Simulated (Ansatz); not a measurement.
# BrGaH4N2: how energies converge with the basis set

One table from this session's results is given with a row withheld; the runs are named, their logs left out.

Method: one geometry, several basis sets; program: Ansatz 0.2.0, Gaussian basis.

Levels to be run: PBE0-D4/def2-SVP; ωB97M-V/def2-SVP; PBE0-D4/def2-QZVPP; ωB97M-V/def2-QZVPP; the functionals' def2-TZVPP values are taken from earlier runs.

### Structure used throughout

All runs share one geometry, relaxed beforehand with PBE0-D4 in a triple-zeta def2 set.

SMILES `[NH2][Ga]([NH2])[Br]`, 8 atoms, charge 0, spin multiplicity 1.

Atoms are counted from 1 here; the program's logs count them from 0.

Bond lengths: N1–Ga2 1.809 Å, N1–H5 1.006 Å, N1–H6 1.006 Å, Ga2–N3 1.808 Å, Ga2–Br4 2.290 Å, N3–H7 1.006 Å, N3–H8 1.006 Å. Angles: Ga2–N1–H5 121.7°, Ga2–N1–H6 119.7°, H5–N1–H6 111.7°, N1–Ga2–N3 125.2°, N1–Ga2–Br4 117.4°, N3–Ga2–Br4 117.4°, Ga2–N3–H7 121.7°, Ga2–N3–H8 119.8°, H7–N3–H8 111.7°.

Set-up of the first run:

The input, in.yaml:

```yaml
crystal:
  periodic: [false, false, false]
  atoms:
    - {symbol: N, position_ang: [-1.060877, 0.687679, -1.060816]}
    - {symbol: Ga, position_ang: [-0.261342, -0.267308, 0.250462]}
    - {symbol: N, position_ang: [1.505564, -0.232907, 0.634548]}
    - {symbol: Br, position_ang: [-1.591050, -1.627313, 1.524894]}
    - {symbol: H, position_ang: [-0.612404, 1.482159, -1.485340]}
    - {symbol: H, position_ang: [-2.063134, 0.775120, -1.074546]}
    - {symbol: H, position_ang: [2.182317, 0.123574, -0.019261]}
    - {symbol: H, position_ang: [1.900926, -0.941004, 1.230059]}
basis:
  gaussian: {orbitals: def2-SVP}
hamiltonian: {xc: pbe0, dispersion: d4}
output: {orbitals: {seedname: orbitals}}
```

Started as:

```
$ ansatz run in.yaml --threads 4 --pin off --events-out ev --progress --plain --max-ram 10444MiB
```

Among the steps run: PBE0-D4 in def2-SVP; ωB97M-V in def2-SVP; PBE0-D4 in def2-QZVPP; ωB97M-V in def2-QZVPP.

One table of the session follows, with a row left open; its other results are not shown here.

It belongs to the step «Functionals by basis». 

| functional | basis | HOMO (eV) |
| --- | --- | --- |
| PBE0-D4 | def2-SVP | -7.07 |
| PBE0-D4 | def2-TZVPP | -7.35 |
| PBE0-D4 | def2-QZVPP | ? |
| ωB97M-V | def2-SVP | -9.44 |
| ωB97M-V | def2-TZVPP | -9.74 |
| ωB97M-V | def2-QZVPP | -9.80 |

Estimate the missing values for PBE0-D4, def2-QZVPP.

As computed: HOMO (eV): -7.42. In the column «HOMO (eV)» it lies between ωB97M-V, def2-SVP (-9.44) and PBE0-D4, def2-TZVPP (-7.35).
